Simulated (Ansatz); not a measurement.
# SiC: the cost of one run

Program: Ansatz 0.2.0. Level of theory: DFT LDA, scalar-relativistic, plane waves, PAW. These are calculated values, not measurements.

### Step 1. Starting point

Symmetry: F-43m, No. 216, cubic system. Conventional cell: a = 4.358 Å, b = 4.358 Å, c = 4.358 Å, α = 90.00°, β = 90.00°, γ = 90.00°. Around Si (site symmetry -43m) lie 4 C at 1.89 Å. C (site symmetry -43m) is surrounded by 4 Si at 1.89 Å.

Structure file:

```xyz
2
Lattice="0.0000 2.1790 2.1790 2.1790 0.0000 2.1790 2.1790 2.1790 0.0000" Properties=species:S:1:pos:R:3 pbc="T T T"
Si    0.0000    0.0000    0.0000
C     1.0895    1.0895    1.0895
```

The structure rests on an entry of the Crystallography Open Database; cell or positions may have been set otherwise for this series.

### Step 2. Relaxing cell and atoms: SiC, no spin

File input.yaml:

```yaml
crystal:
  lattice:
    - [0.0, 2.179, 2.179]
    - [2.179, 0.0, 2.179]
    - [2.179, 2.179, 0.0]
  atoms:
    - { symbol: Si, position: [0.0, 0.0, 0.0] }
    - { symbol: C, position: [0.25, 0.25, 0.25] }
scf:
  occupations: { method: fixed }
output:
  forces: true
  stress: true
  eigenvalues: true
  write_density: true
  write_potential: true
  elf: true
  volumetric_format: npy
hamiltonian:
  xc: lda
relax:
  f_tol: 0.001
  max_steps: 60
  cell: { stress_tol: 0.03 }
kpoints:
  mp_grid: { grid: [10, 10, 10] }
```

Started as:

```bash
ansatz run input.yaml --threads 8 --pin off --max-ram 20480MiB --backend cpu --events-out ev --progress --plain --runs-dir out
```

Q: Estimate wall time and peak memory on 8 threads of Intel Xeon 6975P-C (Granite Rapids), shared host.

About 1.6 s, with a peak of 0.33 GiB.
